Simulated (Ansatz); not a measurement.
Crystal: Ba2Tl5V3O12.

```
Ba V Tl O
1.0
     8.15421    0.00000    0.00000
    -4.07711    7.06176    0.00000
     0.00000    0.00000    6.92128
Ba V Tl O
2 3 5 12
Direct
  0.00000 0.00000 0.23552
  0.00000 0.00000 0.76448
  0.50000 0.00000 0.00000
  0.00000 0.50000 0.00000
  0.50000 0.50000 0.00000
  0.50000 0.00000 0.50000
  0.00000 0.50000 0.50000
  0.50000 0.50000 0.50000
  0.33333 0.66667 0.22489
  0.66667 0.33333 0.77511
  0.33890 0.34334 0.81444
  0.65666 0.99556 0.81444
  0.00444 0.66110 0.81444
  0.34334 0.33890 0.18556
  0.99556 0.65666 0.18556
  0.66110 0.00444 0.18556
  0.66110 0.65666 0.18556
  0.34334 0.00444 0.18556
  0.99556 0.33890 0.18556
  0.65666 0.66110 0.81444
  0.00444 0.34334 0.81444
  0.33890 0.99556 0.81444
```

The cell was built by a generator and needn't be a form met in nature.

* Program: Ansatz 0.2.0
* Task: relaxation of cell and atoms
* Functional: PBE
* Dispersion: D4
* Potentials or basis: Ansatz PAW
* Cutoff: 420 eV (not typed: the program's choice for these potentials)
* k mesh: 3 × 3 × 3
* Occupations: fermi-dirac, width 0.05 eV
* Spin: collinear spin, ferromagnetic start
* Starting moments: [0.0, 0.0, 2.0, 2.0, 2.0, 0.0, 0.0, 0.0, 0.0, 0.0, 0.0, 0.0, 0.0, 0.0, 0.0, 0.0, 0.0, 0.0, 0.0, 0.0, 0.0, 0.0] μB

At the start: volume 18.12 Å³/atom.

Task: How do energy, volume and symmetry change on relaxing?

Result: It ends after 8 steps and the volume is 17.55 Å³/atom (-3.1 %); space group P-3m1 (No. 164, to 0.05 Å); moment 0.00 μB per cell.

The path:
```tsv
step	energy change (eV)	largest force (eV/Å)	volume (Å³)
1	0.0000	0.0329	398.55
2	-0.0847	0.0430	388.67
3	-0.0907	0.0621	386.79
4	-0.0918	0.0064	386.85
5	-0.0917	0.0018	386.90
6	-0.0671	0.0018	386.90
7	-0.0692	0.0011	386.14
8	-0.0666	0.0010	386.14
```

Final structure:
```yaml
crystal:
  lattice:
    - [8.06835, 0.00000, 0.00000]
    - [-4.03418, 6.98739, 0.00000]
    - [0.00000, 0.00000, 6.84933]
  atoms:
    - { symbol: Ba, position: [0.00000, 0.00000, 0.23726] }
    - { symbol: Ba, position: [0.00000, 0.00000, 0.76274] }
    - { symbol: V, position: [0.50000, 0.00000, 0.00000] }
    - { symbol: V, position: [0.00000, 0.50000, 0.00000] }
    - { symbol: V, position: [0.50000, 0.50000, 0.00000] }
    - { symbol: Tl, position: [0.50000, 0.00000, 0.50000] }
    - { symbol: Tl, position: [0.00000, 0.50000, 0.50000] }
    - { symbol: Tl, position: [0.50000, 0.50000, 0.50000] }
    - { symbol: Tl, position: [0.33333, 0.66667, 0.22630] }
    - { symbol: Tl, position: [0.66667, 0.33333, 0.77370] }
    - { symbol: O, position: [0.33689, 0.34270, 0.81289] }
    - { symbol: O, position: [0.65730, 0.99419, 0.81289] }
    - { symbol: O, position: [0.00581, 0.66311, 0.81289] }
    - { symbol: O, position: [0.34270, 0.33689, 0.18711] }
    - { symbol: O, position: [0.99419, 0.65730, 0.18711] }
    - { symbol: O, position: [0.66311, 0.00581, 0.18711] }
    - { symbol: O, position: [0.66311, 0.65730, 0.18711] }
    - { symbol: O, position: [0.34270, 0.00581, 0.18711] }
    - { symbol: O, position: [0.99419, 0.33689, 0.18711] }
    - { symbol: O, position: [0.65730, 0.66311, 0.81289] }
    - { symbol: O, position: [0.00581, 0.34270, 0.81289] }
    - { symbol: O, position: [0.33689, 0.99419, 0.81289] }
```

Caveat: the plane-wave basis is chosen anew once the cell has moved, so the energies of steps on either side of that aren't comparable; the pressure holds a Pulay correction of +0.4 GPa for the finite cutoff; pairwise dispersion overbinds metals, which lowers pressure and volume; the starting moments weren't kept.
